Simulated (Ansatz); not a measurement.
# HClF2: the cost of one run

Method: DFT PBE+D3(BJ), scalar-relativistic, plane waves, PAW, in Ansatz 0.2.0.

## 1. The starting structure

The structure is orthorhombic, space group Pmmm (No. 47). The conventional cell has a = 3.208 Å, b = 3.299 Å, c = 5.752 Å, α = 90.00°, β = 90.00°, γ = 90.00°. H (site symmetry mmm) has 4 F at 2.22 Å as nearest neighbours. Cl (site symmetry mmm) is surrounded by 4 F at 2.12 Å. Around F (site symmetry mm2) lie 2 Cl at 2.12 Å and 2 H at 2.22 Å.

As a file:

```
CELL_PARAMETERS angstrom
3.20843 0.00000 0.00000
0.00000 3.29912 0.00000
0.00000 0.00000 5.75192
ATOMIC_POSITIONS crystal
H 0.00000 0.00000 0.00000
Cl 0.50000 0.50000 0.50000
F 0.00000 0.50000 0.74049
F 0.00000 0.50000 0.25951
```

Recipe of the guess: species swapped into a database cell of CuPdO2 (Pmmm, No. 47), with Cl on the Cu sites, H on the Pd sites and F on the O sites. The dimensions are guesses.

## 2. The guess as it stands, on a coarse mesh

Contents of input.yaml:

```yaml
crystal:
  lattice:
    - [3.20842753, 0.0, 0.0]
    - [0.0, 3.29912483, 0.0]
    - [0.0, 0.0, 5.75191731]
  atoms:
    - { symbol: H, position: [0.0, 0.0, 0.0] }
    - { symbol: Cl, position: [0.5, 0.5, 0.5] }
    - { symbol: F, position: [0.0, 0.5, 0.74048889] }
    - { symbol: F, position: [0.0, 0.5, 0.25951111] }
basis:
  ecutwfc: 420
kpoints:
  mp_grid: { grid: [6, 6, 4] }
hamiltonian:
  xc: pbe
  dispersion: d3bj
scf:
  occupations: { method: gaussian, width: 0.1 }
  lower_state_search: "off"
output:
  forces: true
  stress: true
  eigenvalues: true
```

The run is started by

```bash
ansatz run input.yaml --threads 1 --pin off --max-ram 2560MiB --backend cpu --events-out ev --progress --plain --runs-dir out
```

**Question.** How long does this run take on 1 thread of Arm Neoverse V2, shared host, and how much memory does it need?

About 1.9 s, with a peak of 0.32 GiB.
